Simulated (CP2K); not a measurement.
Crystal: NaLaMnMoO6.

```
CELL_PARAMETERS angstrom
5.55735 0.00000 0.00000
0.00000 5.59794 0.00000
-0.06213 0.00000 8.02463
ATOMIC_POSITIONS crystal
Na 0.75008 0.51572 0.49924
Na 0.24992 0.01572 0.50076
La 0.25715 0.95896 0.99937
La 0.74285 0.45896 0.00063
Mn 0.24767 0.48762 0.25607
Mn 0.75233 0.98762 0.74393
Mo 0.75559 0.99666 0.27090
Mo 0.24441 0.49666 0.72910
O 0.67335 0.97830 0.49061
O 0.03402 0.81017 0.27726
O 0.93353 0.28910 0.28026
O 0.47817 0.20966 0.19922
O 0.54435 0.73563 0.20079
O 0.82956 0.01818 0.00392
O 0.32665 0.47830 0.50939
O 0.96598 0.31017 0.72274
O 0.06647 0.78910 0.71974
O 0.52183 0.70966 0.80078
O 0.45565 0.23563 0.79921
O 0.17044 0.51818 0.99608
```

The cell was built by a generator and needn't be a form met in nature.

Base run:

- Program: CP2K 2026.2
- Functional: PBE
- Potentials or basis: GTH_POTENTIALS Na GTH-PBE-q9, La GTH-PBE-q11, Mn GTH-PBE-q15, Mo GTH-PBE-q14, O GTH-PBE-q6; DZVP-MOLOPT-SR-GTH basis
- Density cutoff: 12245 eV
- k mesh: 4 × 4 × 3
- Occupations: fermi-dirac, width 0.05 eV
- Spin: collinear spin, ferromagnetic start
- Starting moments: [0.0, 0.0, 0.0, 0.0, 4.0, 4.0, 1.0, 1.0, 0.0, 0.0, 0.0, 0.0, 0.0, 0.0, 0.0, 0.0, 0.0, 0.0, 0.0, 0.0] μB

Its results: band gap on the k mesh 0.46 eV, indirect (least direct gap 0.53 eV); pressure 1.1 GPa; net moment 9.99 μB per cell; site moments Na -0.01; La -0.00; Mn +4.51; Mo +0.41; O +0.00, +0.02, +0.01, +0.04 μB.

Question: The run is repeated on the same cell with these changes: functional from PBE to PBEsol. What comes out?

Answer: Band gap on the k mesh 0.42 eV, indirect (least direct gap 0.49 eV); pressure -3.9 GPa; net moment 9.98 μB per cell; site moments Na -0.01; La -0.00; Mn +4.49; Mo +0.40; O +0.00, +0.02, +0.01, +0.04 μB.

PBEsol binds more tightly than PBE, so the same cell stands under less pressure.

Caveats: spin-orbit coupling is left out, which moves the levels of the heavy elements; an odd mesh through Γ misses points on the zone boundary, where band edges often lie; the basis of atomic orbitals isn't converged, which shifts pressures, moduli and gaps; only a ferromagnetic start was run, and an antiferromagnetic order may lie lower in energy; the potentials were made for another functional, which shifts forces and pressure (some runs).
